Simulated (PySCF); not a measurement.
# W(NH)2(OMe)2: geometry, NMR shifts and electronic excitations

What NMR shifts and electronic excitations should W(NH)2(OMe)2 (`C[O][W](=[NH])(=[NH])[O]C`) show?

Programs: PySCF 2.14.0, with density-fitted response routines of our own. Each step states its level of theory. These are calculated values for one molecule in the gas phase, unless marked as measured. Atoms are numbered from 0 throughout.

## (1) Starting geometry

15 atoms, charge 0, multiplicity 1; geometry from: GFN2-xTB. The atoms were then displaced at random by about 0.03 Å, so the start is not that level's minimum.

Bonds of the start (Å): W0–N1 1.81, W0–N3 1.84, W0–O5 1.98, W0–O10 1.85, N1–H2 1.00, N3–H4 0.91, O5–C6 1.36, C6–H7 1.13, C6–H8 1.17, C6–H9 1.11, O10–C11 1.39, C11–H12 1.02, C11–H13 1.15, C11–H14 1.09.

## (2) Optimising the geometry at PBE0-D3(BJ)/def2-SVP

What the job is given:

```
{"job": {"xc": "PBE0", "basis": "def2-SVP", "d3": "d3bj", "grid": 1, "maxiter": 40, "shake": 0.03, "kind": "geom"}, "charge": 0, "multiplicity": 1}
W      0.431460     0.130910     0.346600
N      0.128770     0.776390     2.008530
H      0.155830     1.157340     2.937350
N      2.199340     0.356220    -0.130070
H      3.098630     0.492050    -0.204560
O     -0.712930     1.203980    -0.861980
C     -1.077670     2.319860    -1.553580
H     -0.220290     2.747100    -2.156920
H     -1.464370     3.114280    -0.793560
H     -1.935240     2.065270    -2.210520
O     -0.207250    -1.597050     0.223920
C     -0.074560    -2.935560     0.557650
H      0.800630    -3.313090     0.201220
H     -0.934930    -3.499500     0.052480
H     -0.220200    -3.094310     1.627430
```

Command:

```console
> OMP_NUM_THREADS=1 python probes_run.py task.json out
```

One launch serves the whole session: the jobs run in the order shown.

**Question.** This job is followed by: GIAO PBE0/pcSseg-1 W:def2-TZVP NMR shielding, non-relativistic, gas phase; TDDFT B3LYP/def2-SVPD, vertical, gas phase, core orbitals frozen in the response; GIAO KT2/pcSseg-1 W:def2-TZVP NMR shielding, non-relativistic, gas phase. What will the session give for the following? rotational constants (main isotopes); 13C shifts against TMS (PBE0/def2-TZVP+pcSseg-1, means over atoms taken as alike); 1H shifts against TMS (PBE0/def2-TZVP+pcSseg-1, means over atoms taken as alike); 15N shifts against NH3 (PBE0/def2-TZVP+pcSseg-1, means over atoms taken as alike); 17O shifts against H2O (PBE0/def2-TZVP+pcSseg-1, means over atoms taken as alike); surface potential, 1st and 99th percentile; lowest singlet (B3LYP/def2-SVPD); brightest single state of those computed; lowest triplet; vertical ionisation energy (ΔSCF); range of the shift of N1.

The runs gave:

| quantity | value |
| --- | --- |
| rotational constants (main isotopes) | 3.00, 1.20, 1.12 GHz |
| 13C shifts against TMS (PBE0/def2-TZVP+pcSseg-1, means over atoms taken as alike) | 66.2 ppm |
| 1H shifts against TMS (PBE0/def2-TZVP+pcSseg-1, means over atoms taken as alike) | 6.81, 4.12 ppm |
| 15N shifts against NH3 (PBE0/def2-TZVP+pcSseg-1, means over atoms taken as alike) | 332.9 ppm |
| 17O shifts against H2O (PBE0/def2-TZVP+pcSseg-1, means over atoms taken as alike) | 170.0 ppm |
| surface potential, 1st and 99th percentile | -1.15 V and 1.49 V |
| lowest singlet (B3LYP/def2-SVPD) | 4.76 eV (260 nm), f = 0.014 |
| brightest single state of those computed | state 6, 5.69 eV, f = 0.017 |
| lowest triplet | 4.13 eV |
| vertical ionisation energy (ΔSCF) | 8.85 eV |
| range of the shift of N1 | 311.3 to 332.9 ppm |

**Reading.** The start was shaken at random, so part of the energy gained undoes that. Relaxing lowered the energy by 1.181 eV in 10 steps; the close pair that moved most is N3–H4, from 0.913 to 1.014 Å. At PBE0/def2-TZVP+pcSseg-1: The widest tensor belongs to N1, N3: span 410 ppm, with a paramagnetic part of -390 ppm. By nearest atom (PBE0/def2-TZVP+pcSseg-1), the HOMO sits on N1, N3 about 35 % each; O5, O10 about 7 % each and the LUMO on W0 51 %; O5, O10 about 11 % each. The lowest singlet, at 4.76 eV, is HOMO→LUMO 0.91 and is weak; of the 10 states computed, the strongest absorption comes from state 6 at 5.69 eV. The lowest triplet lies 0.63 eV below the lowest singlet (triplets in Tamm-Dancoff, singlets in full TDDFT). Spin-orbit coupling, left out, mixes singlets and triplets in elements this heavy. The orbital energy would give 6.89 eV for ionisation, ΔSCF gives 8.85 eV. Across the 2 runs the shift of N1 (with its like atoms) moves most, between 311.3 (KT2/def2-TZVP+pcSseg-1) and 332.9 ppm (PBE0/def2-TZVP+pcSseg-1). Spin-orbit coupling is left out, which matters for shieldings and couplings at and beside the heavy atoms.
